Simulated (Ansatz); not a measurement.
# ClFH6OSi: the cost of one run

All numbers below are computed with Ansatz 0.2.0 (RKS BLYP/def2-SVP).

### Step 1. Starting point

Bond lengths: Si1–Cl2 2.488 Å, Si1–H3 1.451 Å, Si1–H4 1.452 Å, Si1–H5 1.483 Å, Si1–F7 2.003 Å, O9–H10 0.960 Å. Angles: Cl2–Si1–H3 107.0°, Cl2–Si1–H4 105.4°, Cl2–Si1–H5 87.1°, Cl2–Si1–F7 83.0°, H3–Si1–H4 139.2°, H3–Si1–H5 103.0°, H3–Si1–F7 79.8°, H4–Si1–H5 102.8°, H4–Si1–F7 80.2°, H5–Si1–F7 170.1°.

As a file:

```xyz
10

Si   -1.4468    0.3689    0.5891
Cl    0.0770    1.4643   -1.0449
H    -2.2492   -0.5858   -0.1535
H    -0.7793    0.4785    1.8741
H    -2.2664    1.6041    0.5379
H     1.0118   -0.9996    0.1124
F    -0.1403   -1.1402    0.4244
H     1.4816    0.4660   -0.7288
O     2.1041   -0.5882   -0.3930
H     2.2076   -1.0680   -1.2178
```

### Step 2. Pulling towards end A

Springs on the bonds that form and break draw the guess towards this end; the thresholds are loose.

Contents of input.yaml:

```yaml
crystal:
  periodic: [false, false, false]
  atoms:
    - { symbol: Si, position_ang: [-1.4468, 0.3689, 0.5891] }
    - { symbol: Cl, position_ang: [0.077, 1.4643, -1.0449] }
    - { symbol: H, position_ang: [-2.2492, -0.5858, -0.1535] }
    - { symbol: H, position_ang: [-0.7793, 0.4785, 1.8741] }
    - { symbol: H, position_ang: [-2.2664, 1.6041, 0.5379] }
    - { symbol: H, position_ang: [1.0118, -0.9996, 0.1124] }
    - { symbol: F, position_ang: [-0.1403, -1.1402, 0.4244] }
    - { symbol: H, position_ang: [1.4816, 0.466, -0.7288] }
    - { symbol: O, position_ang: [2.1041, -0.5882, -0.393] }
    - { symbol: H, position_ang: [2.2076, -1.068, -1.2178] }
basis:
  gaussian: { orbitals: def2-SVP }
hamiltonian:
  xc: blyp
relax:
  f_tol: 0.15
  max_steps: 25
  restrain:
    - { distance: [0, 6], at: 2.98, k: 30.0 }
    - { distance: [5, 8], at: 2.27, k: 30.0 }
    - { distance: [7, 1], at: 2.63, k: 30.0 }
    - { distance: [0, 1], at: 2.13, k: 30.0 }
    - { distance: [5, 6], at: 0.88, k: 30.0 }
    - { distance: [7, 8], at: 0.97, k: 30.0 }
```

Launch:

```sh
$ ansatz run input.yaml --threads 2 --pin off --max-ram 3072MiB --backend cpu --events-out ev --progress --plain --runs-dir out
```

Q: Estimate wall time and peak memory on 2 threads of Intel Xeon Platinum 8488C (Sapphire Rapids), shared host.

About 14 s, with a peak of 0.17 GiB.
